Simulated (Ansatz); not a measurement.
**C3H11GeN: up Jacob's ladder to CCSD(T)**

The task here is to estimate one member of a computed series from the others.

Computed with Ansatz 0.2.0, Gaussian basis. Level: functionals in def2-TZVPP, the program's frozen cores in correlated methods.

Levels to be run: LDA (SPW92), PBE-D4, revPBE-D4, BLYP-D4, r2SCAN-D4, B97M-V, PBE0-D4, B3LYP-D4, r2SCANh-D4, r2SCAN0-D4, HSE06-D4, BHLYP-D4, CAM-B3LYP-D4, LC-ωPBE, ωB97X-V, ωB97M-V, B2PLYP, PBE-QIDH; CCSD(T)/def2-SVP; MP2/def2-TZVPP; MP2/def2-QZVPP; RPA on PBE.

**Structure used throughout**

The geometry comes from an earlier relaxation with PBE0-D4 in a triple-zeta def2 set; it is a stationary point, not always the lowest conformer.

SMILES `CC(C)[NH][GeH3]`, 16 atoms, charge 0, spin multiplicity 1.

Atoms are counted from 1 here; the program's logs count them from 0.

Bond lengths: C1–C2 1.518 Å, C1–H6 1.094 Å, C1–H7 1.093 Å, C1–H8 1.092 Å, C2–C3 1.518 Å, C2–N4 1.458 Å, C2–H9 1.104 Å, C3–H10 1.093 Å, C3–H11 1.093 Å, C3–H12 1.094 Å, N4–Ge5 1.843 Å, N4–H13 1.011 Å, Ge5–H14 1.537 Å, Ge5–H15 1.537 Å, Ge5–H16 1.548 Å. Angles: C2–C1–H6 111.8°, C2–C1–H7 110.2°, C2–C1–H8 110.6°, H6–C1–H7 108.0°, H6–C1–H8 107.3°, H7–C1–H8 108.8°, C1–C2–C3 111.0°, C1–C2–N4 110.0°, C1–C2–H9 107.6°, C3–C2–N4 109.1°, C3–C2–H9 107.8°, N4–C2–H9 111.4°, C2–C3–H10 110.2°, C2–C3–H11 110.9°, C2–C3–H12 111.1°, H10–C3–H11 108.7°, H10–C3–H12 108.1°, H11–C3–H12 107.7° and more.

Set-up of the first run:

File in.yaml:

```yaml
crystal:
  periodic: [false, false, false]
  atoms:
    - {symbol: C, position_ang: [0.155098, -0.200451, -1.475679]}
    - {symbol: C, position_ang: [0.407849, -0.491230, -0.007168]}
    - {symbol: C, position_ang: [1.896379, -0.569043, 0.282706]}
    - {symbol: N, position_ang: [-0.185459, 0.554858, 0.817435]}
    - {symbol: Ge, position_ang: [-1.997407, 0.879653, 0.737279]}
    - {symbol: H, position_ang: [-0.913134, -0.190149, -1.710442]}
    - {symbol: H, position_ang: [0.569376, 0.774969, -1.743646]}
    - {symbol: H, position_ang: [0.618893, -0.964427, -2.103254]}
    - {symbol: H, position_ang: [-0.031491, -1.479316, 0.217426]}
    - {symbol: H, position_ang: [2.377000, 0.383396, 0.044694]}
    - {symbol: H, position_ang: [2.368728, -1.357107, -0.308518]}
    - {symbol: H, position_ang: [2.080328, -0.788595, 1.338413]}
    - {symbol: H, position_ang: [0.125661, 0.473876, 1.776428]}
    - {symbol: H, position_ang: [-2.319923, 1.746331, -0.490536]}
    - {symbol: H, position_ang: [-2.354394, 1.632934, 2.028284]}
    - {symbol: H, position_ang: [-2.820403, -0.428297, 0.640879]}
basis:
  gaussian: {orbitals: def2-TZVPP}
hamiltonian: {xc: lda}
output: {orbitals: {seedname: orbitals}}
```

Launch:

```
$ ansatz run in.yaml --threads 4 --pin off --events-out ev --progress --plain --max-ram 11315MiB
```

Steps of the session up to this table: LDA; PBE-D4 (GGA); revPBE-D4 (GGA); BLYP-D4 (GGA); r2SCAN-D4 (meta-GGA); B97M-V (meta-GGA); PBE0-D4 (hybrid); B3LYP-D4 (hybrid); r2SCANh-D4 (hybrid); r2SCAN0-D4 (hybrid); HSE06-D4 (hybrid); BHLYP-D4 (hybrid); CAM-B3LYP-D4 (range-separated); LC-ωPBE (range-separated); ωB97X-V (range-separated); ωB97M-V (range-separated); B2PLYP (double hybrid); PBE-QIDH (double hybrid).

One table of the session follows, with a row left open; its other results are not shown here.

It belongs to the step «Orbital energies across the functionals». 

| functional | HOMO (eV) | LUMO (eV) | gap (eV) |
| --- | --- | --- | --- |
| LDA (SPW92) | -5.41 | -0.46 | 4.95 |
| PBE-D4 | -5.30 | -0.21 | 5.09 |
| revPBE-D4 | -5.25 | -0.09 | 5.16 |
| BLYP-D4 | -5.20 | -0.15 | 5.04 |
| r2SCAN-D4 | -5.56 | 0.24 | 5.80 |
| B97M-V | -5.75 | -0.10 | 5.66 |
| PBE0-D4 | -6.65 | 0.61 | 7.26 |
| B3LYP-D4 | -6.44 | 0.33 | 6.77 |
| r2SCANh-D4 | -6.07 | 0.50 | 6.58 |
| r2SCAN0-D4 | -6.84 | 0.89 | 7.73 |
| HSE06-D4 | ? | ? | ? |
| BHLYP-D4 | -7.95 | 1.33 | 9.29 |
| CAM-B3LYP-D4 | -8.05 | 1.48 | 9.52 |
| LC-ωPBE | -9.38 | 2.73 | 12.11 |
| ωB97X-V | -9.07 | 2.52 | 11.59 |
| ωB97M-V | -8.99 | 2.17 | 11.16 |

**Question.** Estimate the row for HSE06-D4.

**Answer.** HOMO (eV): -6.25; LUMO (eV): 0.24; gap (eV): 6.49. In the column «HOMO (eV)» it lies between B3LYP-D4 (-6.44) and r2SCANh-D4 (-6.07).
